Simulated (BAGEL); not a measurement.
**CH3F2Ga (SMILES F[CH](F)[GaH2]) at RI-MP2/cc-pVDZ (density fitting with qzvpp-jkfit)**

What is the energy change on altering one bond length of CH3F2Ga at RI-MP2/cc-pVDZ (density fitting with qzvpp-jkfit)? 

Program for the calculation: BAGEL 1.2.2.

5 further runs of the same task are left out: 3 that didn't finish, 2 set aside as unsound or not needed.

## (1) The system as given

CH3F2Ga: 7 atoms, total charge 0, spin state singlet. SMILES: `F[CH](F)[GaH2]`. Geometry: a GFN2-xTB relaxation, a rough one for these elements and not checked as a minimum.

Bond lengths: F1–C2 1.420 Å, C2–F3 1.398 Å, C2–Ga4 2.032 Å, C2–H5 1.094 Å, Ga4–H6 1.560 Å, Ga4–H7 1.558 Å. Angles: F1–C2–F3 102.4°, F1–C2–Ga4 85.2°, F3–C2–Ga4 90.6°, F1–C2–H5 106.2°, F3–C2–H5 107.1°, Ga4–C2–H5 155.9°, C2–Ga4–H6 117.4°, C2–Ga4–H7 114.7°, H6–Ga4–H7 126.6°.

## (2) The energy at RI-MP2/cc-pVDZ (density fitting with qzvpp-jkfit)

The input, input.json:

```json
{ "bagel" : [

{
  "title" : "molecule",
  "basis" : "cc-pvdz.json",
  "df_basis" : "qzvpp-jkfit",
  "angstrom" : true,
  "geometry" : [
    { "atom" : "F", "xyz" : [      -0.399310,      -0.881760,       1.161170 ] },
    { "atom" : "C", "xyz" : [       0.723530,      -0.215170,       0.604170 ] },
    { "atom" : "F", "xyz" : [       1.097520,      -1.072220,      -0.435170 ] },
    { "atom" : "Ga", "xyz" : [      -0.632520,       0.692860,      -0.606210 ] },
    { "atom" : "H", "xyz" : [       1.513520,      -0.262370,       1.360120 ] },
    { "atom" : "H", "xyz" : [      -1.963620,       1.179770,       0.046070 ] },
    { "atom" : "H", "xyz" : [      -0.339130,       0.558900,      -2.130150 ] }
  ]
},

{ "title" : "hf", "charge" : 0 },

{ "title" : "mp2", "charge" : 0, "ncore" : 12 }

]}
```

The basis set cc-pVDZ is read from a file made from the Basis Set Exchange's data (not shown).

The run is started by

```console
$ BAGEL_NUM_THREADS=1 BAGEL input.json > input.out
```

The log of the run:

```text
* using 1 threads per process

  ===============================================================
  ===============================================================

  *** Geometry ***

  { "atom" : "F", "xyz" : [     -0.754587,     -1.666285,      2.194293 ] },
  { "atom" : "C", "xyz" : [      1.367274,     -0.406612,      1.141716 ] },
  { "atom" : "F", "xyz" : [      2.074012,     -2.026202,     -0.822352 ] },
  { "atom" : "Ga", "xyz" : [     -1.195290,      1.309316,     -1.145571 ] },
  { "atom" : "H", "xyz" : [      2.860138,     -0.495807,      2.570254 ] },
  { "atom" : "H", "xyz" : [     -3.710704,      2.229442,      0.087060 ] },
  { "atom" : "H", "xyz" : [     -0.640863,      1.056168,     -4.025400 ] },

  Number of auxiliary basis functions:      549

  Since a DF basis is specified, we compute 2- and 3-index integrals:
    o Being stored without compression. Storage requirement is 0.031 GB

  Number of basis functions:       84
  Number of electrons      :       58

    * METHOD: MOLECULE                             0.23

  *** RHF ***

  === Nuclear Repulsion ===
   272.7317999723

      * DIIS with orbital gradients will be used.

  === RHF iteration (cc-pvdz.json) ===
      0      -2161.47504919          0.01330447           0.08
      1      -2161.58735750          0.00946703           0.07
      2      -2161.64636742          0.00112804           0.07
      3      -2161.64814410          0.00026962           0.07
      4      -2161.64822604          0.00009519           0.07
      5      -2161.64824180          0.00002900           0.07
      6      -2161.64824335          0.00001176           0.11
      7      -2161.64824351          0.00000390           0.11
      8      -2161.64824353          0.00000151           0.10
      9      -2161.64824353          0.00000061           0.08
     10      -2161.64824353          0.00000011           0.08
     11      -2161.64824354          0.00000004           0.07
     12      -2161.64824354          0.00000002           0.07
     13      -2161.64824354          0.00000001           0.07
    * SCF iteration converged.

    * Permanent dipole moment:
           (   -0.252603,    -0.792003,    -0.108755) a.u.

    * METHOD: HF                                   1.30

  *** RHF ***

  === Nuclear Repulsion ===
   272.7317999723

      * DIIS with orbital gradients will be used.

  === RHF iteration (cc-pvdz.json) ===
      0      -2161.64824354          0.00000000           0.08
    * SCF iteration converged.

    * Permanent dipole moment:
           (   -0.252603,    -0.792003,    -0.108754) a.u.

  === DF-MP2 calculation ===

    * freezing 12 orbitals
    * 3-index integral transformation done
    * assembly done

      MP2 correlation energy:   -0.5974744137      0.04

      MP2 total energy:       -2162.2457179488

    * METHOD: MP2                                  0.22

  ===============================================================
```

Run time: 1.9 s. Hardware: 1 thread of Intel Xeon 6975P-C (Granite Rapids), shared host; peak memory 0.14 GiB.

## (3) The distorted shape, same level

The input, input.json:

```json
{ "bagel" : [

{
  "title" : "molecule",
  "basis" : "cc-pvdz.json",
  "df_basis" : "qzvpp-jkfit",
  "angstrom" : true,
  "geometry" : [
    { "atom" : "F", "xyz" : [   -0.960769,   -1.215078,    1.439689 ] },
    { "atom" : "C", "xyz" : [    0.723530,   -0.215170,    0.604170 ] },
    { "atom" : "F", "xyz" : [    1.097520,   -1.072220,   -0.435170 ] },
    { "atom" : "Ga", "xyz" : [   -0.632520,    0.692860,   -0.606210 ] },
    { "atom" : "H", "xyz" : [    1.513520,   -0.262370,    1.360120 ] },
    { "atom" : "H", "xyz" : [   -1.963620,    1.179770,    0.046070 ] },
    { "atom" : "H", "xyz" : [   -0.339130,    0.558900,   -2.130150 ] }
  ]
},
{
  "title" : "hf",
  "charge" : 0
},
{
  "title" : "mp2",
  "charge" : 0,
  "ncore" : 12
}

]}
```

The basis set cc-pVDZ is read from a file made from the Basis Set Exchange's data (not shown).

The run is started by

```console
$ BAGEL_NUM_THREADS=1 BAGEL input.json > input.out
```

The log of the run:

```text
* using 1 threads per process

  ===============================================================
  ===============================================================

  *** Geometry ***

  { "atom" : "F", "xyz" : [     -1.815590,     -2.296165,      2.720618 ] },
  { "atom" : "C", "xyz" : [      1.367274,     -0.406612,      1.141716 ] },
  { "atom" : "F", "xyz" : [      2.074012,     -2.026202,     -0.822352 ] },
  { "atom" : "Ga", "xyz" : [     -1.195290,      1.309316,     -1.145571 ] },
  { "atom" : "H", "xyz" : [      2.860138,     -0.495807,      2.570254 ] },
  { "atom" : "H", "xyz" : [     -3.710704,      2.229442,      0.087060 ] },
  { "atom" : "H", "xyz" : [     -0.640863,      1.056168,     -4.025400 ] },

  Number of auxiliary basis functions:      549

  Since a DF basis is specified, we compute 2- and 3-index integrals:
    o Being stored without compression. Storage requirement is 0.031 GB

  Number of basis functions:       84
  Number of electrons      :       58

    * METHOD: MOLECULE                             0.27

  *** RHF ***

  === Nuclear Repulsion ===
   251.4475495284

      * DIIS with orbital gradients will be used.

  === RHF iteration (cc-pvdz.json) ===
      0      -2161.26173965          0.01694709           0.08
      1      -2161.31063287          0.01874318           0.07
      2      -2161.54723924          0.00202678           0.07
      3      -2161.55078143          0.00104804           0.07
      4      -2161.55192809          0.00031549           0.11
      5      -2161.55211163          0.00014164           0.10
      6      -2161.55215471          0.00006799           0.10
      7      -2161.55216855          0.00001711           0.08
      8      -2161.55216940          0.00000719           0.08
      9      -2161.55216954          0.00000315           0.08
     10      -2161.55216956          0.00000126           0.07
     11      -2161.55216956          0.00000047           0.07
     12      -2161.55216956          0.00000022           0.07
     13      -2161.55216956          0.00000011           0.07
     14      -2161.55216956          0.00000004           0.11
     15      -2161.55216956          0.00000002           0.10
     16      -2161.55216956          0.00000001           0.10
    * SCF iteration converged.

    * Permanent dipole moment:
           (   -1.421867,    -1.594340,     0.718365) a.u.

    * METHOD: HF                                   1.60

  *** RHF ***

  === Nuclear Repulsion ===
   251.4475495284

      * DIIS with orbital gradients will be used.

  === RHF iteration (cc-pvdz.json) ===
      0      -2161.55216956          0.00000000           0.08
    * SCF iteration converged.

    * Permanent dipole moment:
           (   -1.421866,    -1.594340,     0.718365) a.u.

  === DF-MP2 calculation ===

    * freezing 12 orbitals
    * 3-index integral transformation done
    * assembly done

      MP2 correlation energy:   -0.6082681393      0.04

      MP2 total energy:       -2162.1604377029

    * METHOD: MP2                                  0.21

  ===============================================================
```

Wall time 2.2 s (1 thread of Intel Xeon 6975P-C (Granite Rapids), shared host); peak memory 0.14 GiB.

## (4) Summary of results

Level: RI-MP2/cc-pVDZ (density fitting with qzvpp-jkfit), 12 core orbitals frozen.

```
                                                         quantity           value
                                        first shape: total energy  -2162.24572 Eh
        first shape: correlation energy (12 core orbitals frozen)      -597.5 mEh
                                    distorted shape: total energy  -2162.16044 Eh
    distorted shape: correlation energy (12 core orbitals frozen)      -608.3 mEh
energy change with the F1–C2 bond stretched from 1.420 to 2.130 Å        2.321 eV
```

In words: With the F1–C2 bond stretched from 1.420 to 2.130 Å the energy rises by 2.32 eV (54 kcal/mol). The first shape isn't relaxed at this level, so the change isn't measured from a minimum.
